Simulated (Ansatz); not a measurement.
This script drives the Python package of Ansatz (0.2.0).

The script, `cuas2_vcrelax.py`:
```python
"""Cell relaxation of CuAs2."""

import warnings

import ansatz
from ase import Atoms
from ase.data import atomic_numbers
from ase.neighborlist import neighbor_list
import numpy as np
import spglib

def edges_and_angles(cell):
    cell = np.asarray(cell)
    a, b, c = np.linalg.norm(cell, axis=1)
    cosines = cell[1] @ cell[2] / (b * c), cell[0] @ cell[2] / (a * c), cell[0] @ cell[1] / (a * b)
    return (a, b, c, *np.degrees(np.arccos(cosines)))


def main() -> None:
    warnings.simplefilter("ignore", ansatz.DeckWarning)

    structure = (
        ansatz.Lattice.from_parameters(5.105782, 5.105782, 5.105782, alpha=105.59154, beta=105.59154, gamma=117.54497)
        .atom("Cu", (0.75, 0.75, 0.0))
        .atom("Cu", (0.25, 0.25, 0.0))
        .atom("As", (0.147826, 0.647826, 0.795652))
        .atom("As", (0.647826, 0.852174, 0.5))
        .atom("As", (0.352174, 0.147826, 0.5))
        .atom("As", (0.852174, 0.352174, 0.204348))
    )

    # every cell quantity that the symmetry leaves free
    calc = (
        structure.calculation()
        .occupations(ansatz.OccupationsMethod.FERMI_DIRAC, width=0.15)  # the run then minimises F = E - TS
        .functional("r2SCAN")
        .kpoints(density=3.4)  # the mesh must be finer for metals
        .relax(force_tolerance=0.01, cell=True, stress_tolerance=0.01)
        .band_table()
    )
    steps = []


    def collect(event):
        if event["event"] == "relax_step":
            steps.append(event["data"])


    outcome = calc.session().plan().execute(on_event=collect)
    rep = outcome.report
    print("step   energy (eV)     max comp. (eV/A)   P (GPa)  SCF")
    for s in steps:
        print(f"{s['step']:4d} {s['lagrangian_ev']:15.5f} {s['allowed_force_max_ev_ang']:12.4f} {s['pressure_gpa']:10.3f} {s['n_scf']:5d}")

    first, last = steps[0], steps[-1]
    symbols = [site.symbol for site in outcome.lattice.sites]
    print(f"energy gained {first['lagrangian_ev'] - last['lagrangian_ev']:.4f} eV in {len(steps) - 1} steps")
    for label, vectors in (("before", first["cell_ang"]), ("after", outcome.lattice.cell_ang)):
        print(label, "a b c (A) {:.4f} {:.4f} {:.4f}  angles {:.2f} {:.2f} {:.2f}".format(*edges_and_angles(vectors)), f" V = {abs(np.linalg.det(vectors)):.3f} A^3")
    print("final stress xx yy zz (GPa, compression positive):", np.round(np.diag(rep["stress_gpa"]), 3) + 0.0)

    fractions = [site.position_frac for site in outcome.lattice.sites]
    numbers = [atomic_numbers[s] for s in symbols]
    for tolerance in (1e-3, 1e-2, 1e-1):
        print(f"space group at {tolerance} A:", spglib.get_spacegroup((outcome.lattice.cell_ang, fractions, numbers), symprec=tolerance))

    print("atom   start x y z (A)              end x y z (A)")
    for symbol, a, b in zip(symbols, first["positions_ang"], last["positions_ang"]):
        print(f"{symbol:3s}", " ".join(f"{v:8.4f}" for v in a), "  ", " ".join(f"{v:8.4f}" for v in b))

    final = Atoms(symbols, positions=last["positions_ang"], cell=outcome.lattice.cell_ang, pbc=True)
    i, j, d = neighbor_list("ijd", final, 4.5)
    print("neighbours within 1.1 times the shortest distance of each atom (A)")
    for atom in range(len(final)):
        near = [m for m in np.argsort(d) if i[m] == atom]
        shell = [m for m in near if d[m] < 1.1 * d[near[0]]]
        print(f"{symbols[atom]}{atom} ({len(shell)}):", ", ".join(f"{symbols[j[m]]} {d[m]:.3f}" for m in shell))

    n_atoms = len(rep["lattice"]["sites"])
    print("F =", round(rep["free_energy_ev"], 4), "eV for", n_atoms, "atoms")
    print("E(sigma -> 0) =", round(rep["energy_sigma0_ev"], 4), "eV, TS =", round(rep["entropy_ts_ev"], 5), "eV")
    print("closed by", rep["closed_by"], "after", rep["n_iterations"], "iterations")

    edges = rep.get("band_edges_ev")
    if edges:
        print(f"band edges on the mesh: {edges[0]:.3f} and {edges[1]:.3f} eV, gap {edges[1] - edges[0]:.3f} eV")
    else:
        print("no band edges reported (a metal, or a gap too narrow for this smearing); Fermi level", round(rep["fermi_energy_ev"], 3), "eV")


if __name__ == "__main__":
    main()
```

It is started by `python cuas2_vcrelax.py`. Estimate its wall time and peak memory on 1 thread of Arm Neoverse V2 (shared host).

It took about 2.5 min, with a peak of 0.87 GiB, for 1 run of the engine.

```console
$ python cuas2_vcrelax.py
step   energy (eV)     max comp. (eV/A)   P (GPa)  SCF
   1    -32718.91376       0.4153     -1.447     9
   2    -32718.96450       0.1091      0.596     8
   3    -32718.97206       0.0459      0.247     8
   4    -32718.97320       0.0028      0.019     6
   5    -32718.97321       0.0012     -0.015     5
   6    -32718.97321       0.0000      0.000     6
   7    -32718.97300       0.0000     -0.002     8
energy gained 0.0592 eV in 6 steps
before a b c (A) 5.1058 5.1058 5.1058  angles 105.59 105.59 117.54  V = 100.917 A^3
after a b c (A) 5.0983 5.0983 5.0983  angles 105.08 105.08 118.67  V = 100.012 A^3
final stress xx yy zz (GPa, compression positive): [-0.001 -0.006  0.001]
space group at 0.001 A: I4/mcm (140)
space group at 0.01 A: I4/mcm (140)
space group at 0.1 A: I4/mcm (140)
atom   start x y z (A)              end x y z (A)
Cu    2.0585   3.3953  -0.0000      2.0220   3.3351  -0.0000
Cu    0.6862   1.1318  -0.0000      0.6740   1.1117  -0.0000
As   -1.8667   1.1318   3.4738     -1.8750   1.1368   3.4269
As    0.6094   2.7261   2.1830      0.5283   2.7204   2.1927
As    0.7629  -0.4625   2.1830      0.8197  -0.4970   2.1927
As    3.2391   1.1318   0.8922      3.2230   1.0866   0.9586
neighbours within 1.1 times the shortest distance of each atom (A)
Cu0 (10): Cu 2.600, Cu 2.600, As 2.723, As 2.723, As 2.723, As 2.723, As 2.723, As 2.723, As 2.723, As 2.723
Cu1 (10): Cu 2.600, Cu 2.600, As 2.723, As 2.723, As 2.723, As 2.723, As 2.723, As 2.723, As 2.723, As 2.723
As2 (1): As 2.468
As3 (1): As 2.468
As4 (1): As 2.468
As5 (1): As 2.468
F = -32718.973 eV for 6 atoms
E(sigma -> 0) = -32718.898 eV, TS = 0.15008 eV
closed by deck_thresholds after 8 iterations
no band edges reported (a metal, or a gap too narrow for this smearing); Fermi level 13.487 eV
```

What to keep in mind:
- Absolute energies stand on the zero of these potentials, so only differences at equal settings mean something. A total without «per atom» is that of the whole cell that was run.
- The mesh is modest for a metal, so energies can be off by several to tens of meV an atom and pressures by half a GPa or more; differences at equal mesh fare better.
- Only differences from the Fermi energy are physical; the zero of the scale is a convention.
- Energies along a relaxation are free energies. Rows at an unchanged volume are solved on a plane-wave basis chosen afresh for that cell, so the energy can jump there; the script counts such rows among its steps.
- Edges and angles are those of the cell as typed, here a primitive one, not of the conventional cell.
- This cell is a computed structure, which may not be the phase found in nature.
- Gaps and levels are Kohn-Sham values on a finite set of k-points, without spin-orbit coupling.
